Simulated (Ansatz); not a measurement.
# H5NS2Si, SMILES N[SiH](S)S: a rigid scan of one bond length

Program: Ansatz 0.2.0, Python API.

At the Python prompt:
```pycon
>>> import ansatz as az
>>> import numpy as np
>>> geometry_ang = [
...     ("N", (-0.0419, 1.0686, -1.0215)),
...     ("Si", (0.5452, 0.0376, 0.1017)),
...     ("S", (-0.3301, -1.8341, -0.4147)),
...     ("S", (-0.0876, 0.6495, 1.9986)),
...     ("H", (0.2368, 0.8272, -1.9729)),
...     ("H", (-1.0995, 1.0108, -1.0586)),
...     ("H", (2.0465, 0.0224, 0.0116)),
...     ("H", (0.2757, -2.4973, 0.6167)),
...     ("H", (-1.4565, 0.6691, 1.7221)),
... ]
>>> geometry = az.Crystal.molecule()
>>> for symbol, xyz in geometry_ang:
...     geometry = geometry.atom(symbol, xyz)
...
>>> symbols = [site.symbol for site in geometry.cartesian_sites]
>>> start = np.array([site.position_ang for site in geometry.cartesian_sites])
>>> axis = (start[5] - start[0]) / np.linalg.norm(start[5] - start[0])
>>> moving = [5]
>>> lengths, energies = [0.9, 0.98, 1.06, 1.17, 1.32, 1.59, 1.91, 2.33], []
>>> for length in lengths:
...     xyz = start.copy()
...     xyz[moving] += (length - np.linalg.norm(start[5] - start[0])) * axis
...     point = az.Crystal.molecule()
...     for symbol, place in zip(symbols, xyz):
...         point = point.atom(symbol, place.tolist())
...     calculation = (
...         point.calculation()
...         .basis(gaussian="def2-SVP")
...         .functional("hf")
...     )
...     data = calculation.run(threads=1, pin="off").report
...     energies.append(data["free_energy_ev"])
...     print(f"r = {length:6.3f} A  E = {energies[-1]:.5f} eV  <S^2> = {abs(data['mean_field']['state']['spin_squared']):.3f}")
...
r =  0.900 A  E = -31048.98956 eV  <S^2> = 0.000
r =  0.980 A  E = -31049.33070 eV  <S^2> = 0.000
r =  1.060 A  E = -31049.29349 eV  <S^2> = 0.000
r =  1.170 A  E = -31048.88967 eV  <S^2> = 0.000
r =  1.320 A  E = -31048.03063 eV  <S^2> = 0.000
r =  1.590 A  E = -31046.30403 eV  <S^2> = 0.000
r =  1.910 A  E = -31044.50240 eV  <S^2> = 0.000
r =  2.330 A  E = -31042.71737 eV  <S^2> = 0.000
>>> print("energy above the lowest point (eV):", [round(e - min(energies), 3) for e in energies])
energy above the lowest point (eV): [0.341, 0.0, 0.037, 0.441, 1.3, 3.027, 4.828, 6.613]
```

Reading the output:
- Total energies depend on the basis set; only differences at equal settings carry meaning.
- The rest of the molecule is held rigid at a force-field or estimated start geometry, and the basis set is modest; single-reference methods fail as a bond breaks.
- Hartree-Fock leaves correlation out, so bond, atomisation and ionisation energies come out well too low.
- The orbitals are restricted, so S² is zero by construction.
- Toward dissociation an unrestricted state can lie under the restricted one, by tenths of an eV for polar bonds under a functional and by 1 to 2 eV or more for others.
- The whole script took 9.3 s on 1 thread of Arm Neoverse V1, with other jobs on the host, peak memory 0.23 GiB.
